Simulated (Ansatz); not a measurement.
LuHg, space group Pm-3m: an equation of state with a fit, run with Ansatz 0.2.0, Python API.

The script, `eos.py`:
```python
"""Energy against volume for LuHg, with a fit."""

import ansatz as az
import numpy as np
from scipy.optimize import curve_fit

VECTORS = np.array([
    [3.607, 0.0, 0.0],
    [0.0, 3.607, 0.0],
    [0.0, 0.0, 3.607],
])
SITES = [
    ("Lu", [0.5, 0.5, 0.5]),
    ("Hg", [0.0, 0.0, 0.0]),
]


def make_crystal(cell):
    crystal = az.Crystal(lattice=az.Lattice.of(cell))
    for symbol, position in SITES:
        crystal = crystal.atom(symbol, position)
    return crystal

def vinet(v, e0, v0, b0, b1):
    eta = (v / v0) ** (1 / 3)
    return e0 + 2 * b0 * v0 / (b1 - 1) ** 2 * (2 - (5 + 3 * b1 * (eta - 1) - 3 * eta) * np.exp(-1.5 * (b1 - 1) * (eta - 1)))

# scale the volume, keep shape and fractions
volumes, energies, pressures = [], [], []
for scale in np.linspace(0.88, 1.12, 7):
    cell = VECTORS * scale ** (1 / 3)
    model = (
        make_crystal(cell).calculation()
        .functional("lda")
        .occupations("Fermi-Dirac", width=0.1)
        .basis(500)
        .kpoints(8, 8, 8)
        .stress()
    )
    r = model.run().report
    volumes.append(abs(np.linalg.det(cell)) / len(SITES))
    energies.append(r["free_energy_ev"] / len(SITES))
    pressures.append(np.trace(r["stress_gpa"]) / 3)
    print(f"V = {volumes[-1]:8.4f} A^3/atom  F = {energies[-1]:.5f} eV/atom  P = {pressures[-1]:8.3f} GPa")

guess = (min(energies), volumes[int(np.argmin(energies))], 0.5, 4.5)
(e0, v0, b0, b1), _ = curve_fit(vinet, np.array(volumes), np.array(energies), p0=guess, maxfev=20000)
print(f"Vinet fit: V0 = {v0:.4f} A^3/atom, B0 = {160.21766 * b0:.1f} GPa, B1 = {b1:.2f}")
print("largest residual", round(1000 * float(np.abs(vinet(np.array(volumes), e0, v0, b0, b1) - energies).max()), 3), "meV/atom")
```

Its results, one of them left out:

| V (Å³/atom) | F less the lowest row shown (meV/atom) |
| --- | --- |
| 20.649 | 35.38 |
| 21.587 | 4.54 |
| 22.526 | 0.00 |
| 23.464 | 16.22 |
| 24.403 | 48.78 |
| 25.341 | 94.09 |
| 26.280 | ? |

What is the missing energy at 26.280 Å³ an atom?

A third-order Birch-Murnaghan fit, E = E0 + (9 V0 B0 / 16) [(t - 1)³ B' + (t - 1)² (6 - 4t)] with t = (V0/V)^(2/3), through the 6 rows shown gives V0 = 22.233 Å³, B0 = 89.9 GPa, B' = 4.69 and E0 = -1.04 meV. At V = 26.280 Å³, t = 0.89450, and the fit extrapolates to 149.48 meV. The run gave 149.24 meV, a miss of 0.24 meV.

What to keep in mind:
- For a metal this k-point mesh is coarse: on a finer one energies can move by several to tens of meV an atom and pressures by half a GPa or more, differences at one mesh by less.
- Pressure is positive in compression.
- Spin-orbit coupling, which matters for elements this heavy, is left out.
- The starting cell is as deposited in a crystallographic database; the results hold for this polymorph, which needn't be the stable one.
- Finished in 18 s on 1 thread of Intel(R) Xeon(R) Processor @ 2.30GHz (shared host), peak memory 0.61 GiB.
